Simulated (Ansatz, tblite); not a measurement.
**SiEt(OAc)3 (C8H14O6Si): rung by rung**

How do method and basis change the picture of SiEt(OAc)3 (C8H14O6Si) (singlet)?

Method: as each input shows; program: Ansatz 0.2.0, Gaussian basis.

The runs, in order: GFN1-xTB, GFN2-xTB, PBE-D4/def2-TZVP, r2SCAN-D4/def2-TZVP, PBE-D4/def2-SVP, PBE0-D4/def2-SVP, HF/6-31G, B3LYP-D4/6-31G, MP2/def2-SVP.

5 further runs of the same task are left out: 3 that didn't finish, 2 set aside as unsound or not needed. Runs told in other sessions of the task aren't counted.

## Step 1: The geometry

The geometry is that of the singlet, from an earlier relaxation (PBE-D4/def2-SVP).

29 atoms, charge 0, spin multiplicity 1.

Bond lengths: Si1–C2 1.855 Å, Si1–O9 1.714 Å, Si1–O16 1.707 Å, Si1–O23 1.701 Å, C2–C3 1.537 Å, C2–H4 1.111 Å, C2–H5 1.110 Å, C3–H6 1.109 Å, C3–H7 1.109 Å, C3–H8 1.110 Å, O9–C10 1.363 Å, C10–C11 1.507 Å, C10–O12 1.217 Å, C11–H13 1.103 Å, C11–H14 1.109 Å, C11–H15 1.108 Å, O16–C17 1.363 Å, C17–C18 1.502 Å and more. Angles: C2–Si1–O9 114.6°, C2–Si1–O16 116.0°, C2–Si1–O23 107.3°, O9–Si1–O16 103.6°, O9–Si1–O23 101.8°, O16–Si1–O23 112.8°, Si1–C2–C3 114.0°, Si1–C2–H4 105.8°, Si1–C2–H5 106.6°, C3–C2–H4 111.6°, C3–C2–H5 111.3°, H4–C2–H5 107.1°, C2–C3–H6 111.1°, C2–C3–H7 111.6°, C2–C3–H8 111.6°, H6–C3–H7 107.6°, H6–C3–H8 107.2°, H7–C3–H8 107.5° and more.

PBE0-D4/def2-TZVP was run before; its log isn't repeated, and its numbers join the tables.

## Step 2: GFN1-xTB

Tight binding, by tblite at 300 K electronic temperature and without a spin-polarisation term:

```python
tblite.interface.Calculator('GFN1-xTB', numbers, positions, charge=0, uhf=0).singlepoint()
```

Energy -1489.9825 eV, HOMO -11.98 eV, LUMO -7.35 eV; 0.026 s.

## Step 3: GFN2-xTB

Tight binding, by tblite at 300 K electronic temperature and without a spin-polarisation term:

```python
tblite.interface.Calculator('GFN2-xTB', numbers, positions, charge=0, uhf=0).singlepoint()
```

Energy -1375.9797 eV, HOMO -11.36 eV, LUMO -6.92 eV; 0.021 s.

## Step 4: PBE-D4/def2-TZVP

start.molden holds the orbitals of an earlier run on this state, given as this run's starting guess.

Contents of in.yaml:

```yaml
crystal:
  periodic: [false, false, false]
  atoms:
    - {symbol: Si, position_ang: [0.038118, 0.046653, 0.358528]}
    - {symbol: C, position_ang: [-0.085578, -0.191645, 2.194297]}
    - {symbol: C, position_ang: [0.803358, -1.319859, 2.740335]}
    - {symbol: H, position_ang: [-1.160801, -0.380874, 2.402572]}
    - {symbol: H, position_ang: [0.169696, 0.783850, 2.658915]}
    - {symbol: H, position_ang: [0.666594, -1.442392, 3.833715]}
    - {symbol: H, position_ang: [0.566968, -2.292726, 2.262424]}
    - {symbol: H, position_ang: [1.879703, -1.114123, 2.564645]}
    - {symbol: O, position_ang: [1.638438, 0.211261, -0.234143]}
    - {symbol: C, position_ang: [2.429608, 1.214517, 0.240462]}
    - {symbol: C, position_ang: [3.771144, 1.245078, -0.444380]}
    - {symbol: O, position_ang: [2.059992, 1.979930, 1.111695]}
    - {symbol: H, position_ang: [4.408207, 2.025376, 0.006064]}
    - {symbol: H, position_ang: [3.627328, 1.450018, -1.524468]}
    - {symbol: H, position_ang: [4.259538, 0.253560, -0.369806]}
    - {symbol: O, position_ang: [-0.766156, 1.412895, -0.273738]}
    - {symbol: C, position_ang: [-2.127930, 1.389938, -0.314569]}
    - {symbol: C, position_ang: [-2.686621, 2.497844, -1.161558]}
    - {symbol: O, position_ang: [-2.773911, 0.530722, 0.259750]}
    - {symbol: H, position_ang: [-3.781321, 2.559173, -1.037342]}
    - {symbol: H, position_ang: [-2.441951, 2.267518, -2.218999]}
    - {symbol: H, position_ang: [-2.202715, 3.462281, -0.915026]}
    - {symbol: O, position_ang: [-0.455342, -1.406605, -0.374566]}
    - {symbol: C, position_ang: [-0.969411, -1.551468, -1.632633]}
    - {symbol: C, position_ang: [-1.366474, -2.982011, -1.895046]}
    - {symbol: O, position_ang: [-1.092669, -0.628952, -2.411575]}
    - {symbol: H, position_ang: [-1.697209, -3.096289, -2.941632]}
    - {symbol: H, position_ang: [-2.190879, -3.261027, -1.207101]}
    - {symbol: H, position_ang: [-0.519723, -3.662655, -1.676829]}
basis:
  gaussian: {orbitals: def2-TZVP, initial_orbitals: start.molden}
hamiltonian: {xc: pbe, dispersion: d4}
scf: {omitted_lower_state_checks: [starts]}
output: {orbitals: {seedname: orbitals}}
```

On the command line:

```sh
> ansatz run in.yaml --threads 4 --pin off --events-out ev --progress --plain --max-ram 6963MiB
```

After this run come: r2SCAN-D4/def2-TZVP; PBE-D4/def2-SVP; PBE0-D4/def2-SVP; HF/6-31G; B3LYP-D4/6-31G; MP2/def2-SVP.

Q: Predict the results of all the runs planned. Wanted: gap in def2-TZVP, named functionals, smallest and largest; correlation energy, MP2/def2-SVP; binding an atom, functionals in def2-TZVP; PBE0 total energy, smallest basis above largest.

The runs gave:

| quantity | value |
| --- | --- |
| gap in def2-TZVP, named functionals, smallest and largest | 5.00 eV (PBE-D4), 7.81 eV (PBE0-D4) |
| correlation energy, MP2/def2-SVP | -61.65 eV |
| binding an atom, functionals in def2-TZVP | 4.58 (PBE0-D4) to 4.70 eV (PBE-D4) |
| PBE0 total energy, smallest basis above largest | 26.56 eV (def2-SVP, def2-TZVP) |

What this shows: Orbital gaps of the named functionals in def2-TZVP span 5.00 eV (PBE-D4) to 7.81 eV (PBE0-D4); exact exchange widens it.
